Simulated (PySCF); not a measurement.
# Sc²⁺: excitation energies in ANO-RCC-VTZP

Each state of scandium is computed at each level; their differences give the excitation energy. How far do the methods differ?

Program: PySCF 2.14.0. Level of theory: unrestricted determinants in a Gaussian basis, no spin-orbit coupling in the energies. These are calculated values, not measurements, unless marked.

## Step 1: Starting point

| Item | Value |
| --- | --- |
| Element | scandium (Z = 21) |
| Basis | ANO-RCC-VTZP (6s5p3d2f1g, 59 functions) |
| Hamiltonian | scalar relativity by spin-free X2C-1e |
| State 1 | Sc²⁺: [Ar] 4p1, 2P determinant (an excited configuration) |
| State 2 | Sc²⁺: [Ar] 4s1, 2S determinant (an excited configuration) |
| Needed too, but not shown | Sc²⁺ [Ar] 3d1 (2D) |
| Methods | CCSD(T) |
| Core shells frozen in the correlated runs | valence and next inner shell: [Ne] (for Sc²⁺) |

Outer shells as boxes (Hund's rule):

Sc2+ [Ar] 4p1
```
[Ar] core
4p [↑ ][  ][  ]
```

Sc2+ [Ar] 4s1
```
[Ar] core
4s [↑ ]
```

One driver process ran all states and methods and kept the integrals in memory. Each run is shown as a PySCF script that sums up its settings (the driver passes frozen orbitals as a list and adds second-order terms of double hybrids); the logs are those of the runs themselves. The driver starts from symmetry-adapted Hartree-Fock orbitals, holds the occupation by maximum overlap and uses a logarithmic radial grid for functionals, so a plain start would take other cycles.

The integrals over 59 functions and the set-up took 4.1 s of CPU time.

## Step 2: Sc²⁺ [Ar] 4p1: CCSD(T) (valence and next inner shell)

#### CCSD(T) (valence and next inner shell)

input.py reads:

```python
from pyscf import gto, scf, dft, mp, cc
import basis_set_exchange as bse
mol = gto.M(atom="Sc 0 0 0", charge=2, spin=1, symmetry="D2h",
            basis=gto.basis.parse(bse.get_basis("ANO-RCC-VTZP", elements=["Sc"], fmt="nwchem")),
            nucmod="G")
mf = scf.UHF(mol).sfx2c1e()
mf.irrep_nelec = {'Ag': (3, 3), 'B1u': (2, 2), 'B2u': (3, 2), 'B3u': (2, 2)}
mf.kernel()
mycc = cc.CCSD(mf, frozen=5).run()
mycc.ccsd_t()
```

What it wrote:

```text
CC2 = 0
CCSD nocc = (np.int64(5), np.int64(4)), nmo = (54, 54)
frozen orbitals [[0, 1, 2, 3, 4], [0, 1, 2, 3, 4]]
max_cycle = 100
direct = 0
conv_tol = 1e-08
conv_tol_normt = 1e-06
diis_space = 8
diis_start_cycle = 0
Init t2, MP2 energy = -0.254425896385308
Init E_corr(UCCSD) = -0.254425896386036
cycle = 1  E_corr(UCCSD) = -0.274868822876639  dE = -0.0204429265  norm(t1,t2) = 0.0315996
cycle = 2  E_corr(UCCSD) = -0.278471860631368  dE = -0.00360303775  norm(t1,t2) = 0.00923585
cycle = 3  E_corr(UCCSD) = -0.279668515843614  dE = -0.00119665521  norm(t1,t2) = 0.00347063
cycle = 4  E_corr(UCCSD) = -0.279553621717603  dE = 0.000114894126  norm(t1,t2) = 0.000389082
cycle = 5  E_corr(UCCSD) = -0.279550570732256  dE = 3.05098535e-06  norm(t1,t2) = 8.1973e-05
cycle = 6  E_corr(UCCSD) = -0.279552062822335  dE = -1.49209008e-06  norm(t1,t2) = 3.68028e-05
cycle = 7  E_corr(UCCSD) = -0.279552746340689  dE = -6.83518354e-07  norm(t1,t2) = 0.000155584
cycle = 8  E_corr(UCCSD) = -0.279552750301  dE = -3.96031097e-09  norm(t1,t2) = 1.95965e-05
cycle = 9  E_corr(UCCSD) = -0.279552831726014  dE = -8.14250138e-08  norm(t1,t2) = 2.9525e-05
cycle = 10  E_corr(UCCSD) = -0.279552873898065  dE = -4.21720513e-08  norm(t1,t2) = 1.16485e-06
cycle = 11  E_corr(UCCSD) = -0.279552847645808  dE = 2.62522576e-08  norm(t1,t2) = 4.22697e-06
cycle = 12  E_corr(UCCSD) = -0.279552888754104  dE = -4.11082969e-08  norm(t1,t2) = 5.79631e-07
cycle = 13  E_corr(UCCSD) = -0.279552888327377  dE = 4.26727542e-10  norm(t1,t2) = 9.60186e-07
UCCSD converged
E(UCCSD) = -762.6465700097327  E_corr = -0.2795528883273769
UCCSD(T) correction = -0.00674635008145881
```

It used 3 s of CPU time after the integrals (shared host).

CCSD correlation -0.27955 hartree, triples -0.00675; total -762.653316. T1 = 0.007, largest double amplitude 0.031.

## Step 3: Sc²⁺ [Ar] 4s1: CCSD(T) (valence and next inner shell)

#### CCSD(T) (valence and next inner shell)

input.py: that of step 2 with these lines changed.

```diff
@@ -6,3 +6,3 @@
 mf = scf.UHF(mol).sfx2c1e()
-mf.irrep_nelec = {'Ag': (3, 3), 'B1u': (2, 2), 'B2u': (3, 2), 'B3u': (2, 2)}
+mf.irrep_nelec = {'Ag': (4, 3), 'B1u': (2, 2), 'B2u': (2, 2), 'B3u': (2, 2)}
 mf.kernel()
```

What it wrote:

```text
CC2 = 0
CCSD nocc = (np.int64(5), np.int64(4)), nmo = (54, 54)
frozen orbitals [[0, 1, 2, 3, 4], [0, 1, 2, 3, 4]]
max_cycle = 100
direct = 0
conv_tol = 1e-08
conv_tol_normt = 1e-06
diis_space = 8
diis_start_cycle = 0
Init t2, MP2 energy = -0.261148275306099
Init E_corr(UCCSD) = -0.261148275323481
cycle = 1  E_corr(UCCSD) = -0.28068474641091  dE = -0.0195364711  norm(t1,t2) = 0.0296458
cycle = 2  E_corr(UCCSD) = -0.284185379856918  dE = -0.00350063345  norm(t1,t2) = 0.00762973
cycle = 3  E_corr(UCCSD) = -0.285214891998701  dE = -0.00102951214  norm(t1,t2) = 0.00248476
cycle = 4  E_corr(UCCSD) = -0.285156234534282  dE = 5.86574644e-05  norm(t1,t2) = 0.000191487
cycle = 5  E_corr(UCCSD) = -0.285152480619246  dE = 3.75391504e-06  norm(t1,t2) = 2.54863e-05
cycle = 6  E_corr(UCCSD) = -0.285153167390288  dE = -6.86771041e-07  norm(t1,t2) = 6.20495e-06
cycle = 7  E_corr(UCCSD) = -0.285153175720509  dE = -8.33022173e-09  norm(t1,t2) = 1.03575e-06
cycle = 8  E_corr(UCCSD) = -0.285153166226525  dE = 9.49398388e-09  norm(t1,t2) = 1.37888e-07
UCCSD converged
E(UCCSD) = -762.8129531104355  E_corr = -0.2851531662265255
UCCSD(T) correction = -0.00718802174232182
```

It used 2.4 s of CPU time after the integrals (shared host).

CCSD correlation -0.28515 hartree, triples -0.00719; total -762.820141. T1 = 0.006, largest double amplitude 0.037.

## Step 4: Differences of total energies

Excitation energy: Sc²⁺ [Ar] 3d1 (2D) → Sc²⁺ [Ar] 4p1 (2P).

```
                                method  value (eV)  less CCSD(T) (valence and next inner shell) (eV)
                                   UHF       7.368                                            -0.116
    MP2 (valence and next inner shell)       7.499                                            +0.015
SCS-MP2 (valence and next inner shell)       7.514                                            +0.030
   CCSD (valence and next inner shell)       7.498                                            +0.014
CCSD(T) (valence and next inner shell)       7.484                                            +0.000
```

A first-order spin-orbit estimate (lowest level to lowest level, LS coupling) adds -0.010 eV.

Excitation energy: Sc²⁺ [Ar] 3d1 (2D) → Sc²⁺ [Ar] 4s1 (2S).

```
                                method  value (eV)  less CCSD(T) (valence and next inner shell) (eV)
                                   UHF       2.993                                            +0.048
    MP2 (valence and next inner shell)       2.941                                            -0.004
SCS-MP2 (valence and next inner shell)       2.998                                            +0.054
   CCSD (valence and next inner shell)       2.971                                            +0.026
CCSD(T) (valence and next inner shell)       2.944                                            +0.000
```

A first-order spin-orbit estimate (lowest level to lowest level, LS coupling) adds 0.018 eV.

The differences also use runs on Sc²⁺ [Ar] 3d1 (2D), which are not shown here. The runs at UHF, MP2 (valence and next inner shell) are not shown; their differences are listed all the same.

## Step 5: Results

```
                          quantity                                                       value
excitation energy, Sc²⁺ → [Ar] 4p1  UHF 7.368, CCSD(T) (valence and next inner shell) 7.484 eV
excitation energy, Sc²⁺ → [Ar] 4s1  UHF 2.993, CCSD(T) (valence and next inner shell) 2.944 eV
```

Each level's miss (mean over 2 differences):

```
                                method  mean absolute miss against CCSD(T) (valence and next inner shell) (eV)
                                   UHF                                                                   0.082
    MP2 (valence and next inner shell)                                                                   0.009
SCS-MP2 (valence and next inner shell)                                                                   0.042
   CCSD (valence and next inner shell)                                                                   0.020
CCSD(T) (valence and next inner shell)                                                                   0.000
```

What this shows: For the first difference the methods span 0.146 eV, from UHF (7.368) to SCS-MP2 (valence and next inner shell) (7.514). No reference value is at hand in this session. All values hold for this basis alone; no basis-set limit was taken.
